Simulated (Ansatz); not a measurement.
A run of Ansatz 0.2.0:

input.yaml

```yaml
crystal:
  lattice:
    - [4.068879, 0.0, 0.0]
    - [0.0, 4.068879, 0.0]
    - [0.0, 0.0, 9.084981]
  atoms:
    - { symbol: La, position: [0.0, 0.5, 0.864849] }
    - { symbol: La, position: [0.5, 0.0, 0.135151] }
    - { symbol: Fe, position: [0.5, 0.5, 0.5], spin: 3.0 }
    - { symbol: Fe, position: [0.0, 0.0, 0.5], spin: 3.0 }
    - { symbol: P, position: [0.0, 0.5, 0.334247] }
    - { symbol: P, position: [0.5, 0.0, 0.665753] }
    - { symbol: O, position: [0.5, 0.5, 0.0] }
    - { symbol: O, position: [0.0, 0.0, 0.0] }
hamiltonian:
  xc: pbesol
  pseudopotentials: { kind: paw }
magnetization:
  spin_polarized: true
kpoints:
  mp_grid: { grid: [7, 7, 3] }
scf:
  occupations: { method: fermi_dirac, width: 0.05 }
output:
  forces: true
  stress: true
  eigenvalues: true
relax:
  f_tol: 0.01
  max_steps: 40
  cell: { stress_tol: 0.05 }
```

Potentials or basis: Ansatz PAW.

Command:

```console
$ ansatz run input.yaml --threads 4 --pin off --max-ram 11264MiB --backend cpu --events-out ev --progress --plain --runs-dir out
```

Hardware: 4 threads of Intel(R) Xeon(R) Platinum 8259CL CPU @ 2.50GHz (Skylake/Cascade Lake), with other jobs on the host.

Question: Estimate the wall time of this run.

Answer: It took 100 s on 4 threads of Intel(R) Xeon(R) Platinum 8259CL CPU @ 2.50GHz (Skylake/Cascade Lake) (shared host), peak memory 0.8 GiB. Counts: scf iterations 124, plane waves 2493, k points 20, bands 50, ion steps 11.
